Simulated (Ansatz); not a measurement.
**C₄H₇B: one species, many methods**

Aim: compute C₄H₇B with functionals from several rungs and with coupled cluster, and see how far each lands from CCSD(T) at the basis-set limit for the atomisation energy.

Program: Ansatz 0.2.0, Gaussian basis. Level of theory: functionals in def2-TZVPP, the program's frozen cores in correlated methods. These are calculated values, not measurements.

The runs, in order: PBE-D4, r2SCAN-D4, PBE0-D4, B3LYP-D4, ωB97X-V, ωB97M-V, B2PLYP; CCSD(T)/def2-TZVPP; MP2/def2-QZVPP; extrapolation to the limit.

**1. The relaxed structure**

An earlier PBE0-D4 in a triple-zeta def2 set relaxation fixed the geometry.

12 atoms, charge 0, spin multiplicity 1.

Atoms are counted from 1 here; the program's logs count them from 0.

Bond lengths: B1–C2 1.676 Å, B1–C3 1.733 Å, B1–H6 1.198 Å, B1–H7 1.198 Å, C2–C3 1.409 Å, C2–H8 1.085 Å, C2–H9 1.085 Å, C3–C4 1.240 Å, C4–C5 1.453 Å, C5–H10 1.092 Å, C5–H11 1.092 Å, C5–H12 1.092 Å. Angles: C2–B1–C3 48.8°, C2–B1–H6 113.2°, C2–B1–H7 113.2°, C3–B1–H6 117.5°, C3–B1–H7 117.5°, H6–B1–H7 123.1°, B1–C2–C3 67.7°, B1–C2–H8 116.6°, B1–C2–H9 116.6°, C3–C2–H8 116.7°, C3–C2–H9 116.7°, H8–C2–H9 114.6°, B1–C3–C2 63.5°, B1–C3–C4 74.9°, C2–C3–C4 138.4°, C3–C4–C5 161.1°, C4–C5–H10 110.9°, C4–C5–H11 110.3° and more.

**2. PBE-D4 (GGA)**

in.yaml

```yaml
crystal:
  periodic: [false, false, false]
  atoms:
    - {symbol: B, position_ang: [-0.983643, 0.156733, 0.633080]}
    - {symbol: C, position_ang: [-0.181870, -0.726764, 1.810611]}
    - {symbol: C, position_ang: [0.595676, -0.555592, 0.647628]}
    - {symbol: C, position_ang: [0.494451, -0.014708, -0.463638]}
    - {symbol: C, position_ang: [0.816508, 0.440182, -1.806003]}
    - {symbol: H, position_ang: [-1.065840, 1.323647, 0.893723]}
    - {symbol: H, position_ang: [-1.862416, -0.458670, 0.098835]}
    - {symbol: H, position_ang: [-0.555550, -1.726697, 2.005433]}
    - {symbol: H, position_ang: [0.134688, -0.182235, 2.694205]}
    - {symbol: H, position_ang: [1.820050, 0.121256, -2.094595]}
    - {symbol: H, position_ang: [0.099754, 0.037820, -2.525354]}
    - {symbol: H, position_ang: [0.765293, 1.529928, -1.860026]}
basis:
  gaussian: {orbitals: def2-TZVPP}
hamiltonian: {xc: pbe, dispersion: d4}
output: {forces: true, orbitals: {seedname: orbitals}}
```

The run is started by

```console
$ ansatz run in.yaml --threads 4 --pin off --events-out ev --progress --plain --max-ram 10444MiB
```

Further steps of the session: r2SCAN-D4 (meta-GGA); PBE0-D4 (hybrid); B3LYP-D4 (hybrid); ωB97X-V (range-separated); ωB97M-V (range-separated); B2PLYP (double hybrid); CCSD(T) in def2-TZVPP; MP2 in def2-QZVPP.

**Question.** What will the summary of the whole plan be? Wanted: atomisation energy, CCSD(T)/CBS; farthest; mean size of error, hybrid; mean size of error, range-separated; gap, smallest and largest; T1 diagnostic; triples share of the correlation energy.

The runs gave:

```
                               quantity                                 value
        atomisation energy, CCSD(T)/CBS                       1170.6 kcal/mol
functionals within 5.9 kcal/mol (0.5 %)                       ωB97X-V, B2PLYP
                               farthest               PBE-D4 (+39.2 kcal/mol)
             mean size of error, hybrid                         13.3 kcal/mol
    mean size of error, range-separated                          6.4 kcal/mol
              gap, smallest and largest  5.18 eV (PBE-D4), 11.91 eV (ωB97X-V)
                          T1 diagnostic                                0.0108
triples share of the correlation energy                                 4.6 %
```

In words: PBE-D4 misses by +39.2 kcal/mol. Double hybrids carry the basis error of their MP2 part in triple zeta, and no dispersion term here, so their miss is partly the set-up's. Misses under about 5.9 kcal/mol are within the doubt on the reference itself, which lacks core-valence correlation, relativity and higher excitations. Hartree-Fock recovers 75 % of the binding; the rest is correlation. The gap grows from 5.2 to 11.9 eV across the functionals, mostly with the share of exact exchange.
